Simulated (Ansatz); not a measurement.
# C3H11NO3Ti: the cost of one run

Computed with Ansatz 0.2.0, Gaussian basis. Level: one geometry, several basis sets.

The runs, in order: PBE0-D4/def2-SVP; ωB97M-V/def2-SVP; PBE0-D4/def2-QZVPP; ωB97M-V/def2-QZVPP; the functionals' def2-TZVPP values are taken from earlier runs.

### 1 The relaxed structure

The geometry comes from an earlier relaxation with PBE0-D4 in a triple-zeta def2 set; it is a stationary point, not always the lowest conformer.

SMILES `CC(C)[NH][Ti]([OH])([OH])[OH]`, 19 atoms, charge 0, spin multiplicity 1.

Atoms are counted from 1 here; the program's logs count them from 0.

Bond lengths: C1–C2 1.518 Å, C1–H9 1.092 Å, C1–H10 1.095 Å, C1–H11 1.091 Å, C2–C3 1.523 Å, C2–N4 1.450 Å, C2–H12 1.101 Å, C3–H13 1.093 Å, C3–H14 1.093 Å, C3–H15 1.093 Å, N4–Ti5 1.879 Å, N4–H16 1.015 Å, Ti5–O6 1.806 Å, Ti5–O7 1.812 Å, Ti5–O8 1.810 Å, O6–H17 0.957 Å, O7–H18 0.957 Å, O8–H19 0.958 Å. Angles: C2–C1–H9 110.5°, C2–C1–H10 110.5°, C2–C1–H11 111.1°, H9–C1–H10 107.9°, H9–C1–H11 108.5°, H10–C1–H11 108.3°, C1–C2–C3 111.2°, C1–C2–N4 110.5°, C1–C2–H12 107.6°, C3–C2–N4 110.7°, C3–C2–H12 107.9°, N4–C2–H12 108.9°, C2–C3–H13 111.0°, C2–C3–H14 110.3°, C2–C3–H15 111.1°, H13–C3–H14 108.5°, H13–C3–H15 107.9°, H14–C3–H15 108.0° and more.

### 2 PBE0-D4 in def2-SVP

The input, in.yaml:

```yaml
crystal:
  periodic: [false, false, false]
  atoms:
    - {symbol: C, position_ang: [-1.457430, -0.837435, 0.424463]}
    - {symbol: C, position_ang: [-1.111449, 0.166066, -0.660839]}
    - {symbol: C, position_ang: [-1.166462, -0.475546, -2.040614]}
    - {symbol: N, position_ang: [0.195374, 0.746305, -0.417034]}
    - {symbol: Ti, position_ang: [1.481057, 0.583355, 0.943684]}
    - {symbol: O, position_ang: [2.629751, 1.947215, 0.659535]}
    - {symbol: O, position_ang: [2.348358, -1.001385, 0.802372]}
    - {symbol: O, position_ang: [0.701618, 0.651067, 2.576343]}
    - {symbol: H, position_ang: [-2.447169, -1.264023, 0.250000]}
    - {symbol: H, position_ang: [-0.733328, -1.659092, 0.431661]}
    - {symbol: H, position_ang: [-1.452118, -0.367472, 1.409296]}
    - {symbol: H, position_ang: [-1.868519, 0.964853, -0.629109]}
    - {symbol: H, position_ang: [-2.164285, -0.871061, -2.248404]}
    - {symbol: H, position_ang: [-0.447686, -1.297074, -2.105347]}
    - {symbol: H, position_ang: [-0.922606, 0.249142, -2.821983]}
    - {symbol: H, position_ang: [0.457766, 1.396518, -1.150483]}
    - {symbol: H, position_ang: [2.835524, 2.717775, 1.188910]}
    - {symbol: H, position_ang: [2.282297, -1.688433, 0.140145]}
    - {symbol: H, position_ang: [0.797506, 0.034925, 3.303505]}
basis:
  gaussian: {orbitals: def2-SVP}
hamiltonian: {xc: pbe0, dispersion: d4}
output: {orbitals: {seedname: orbitals}}
```

On the command line:

```
ansatz run in.yaml --threads 4 --pin off --events-out ev --progress --plain --max-ram 41984MiB --backend cpu
```

Q: Estimate wall time and peak memory on 4 threads of AMD EPYC 7R13, shared host.

About 4.7 s, with a peak of 0.8 GiB.
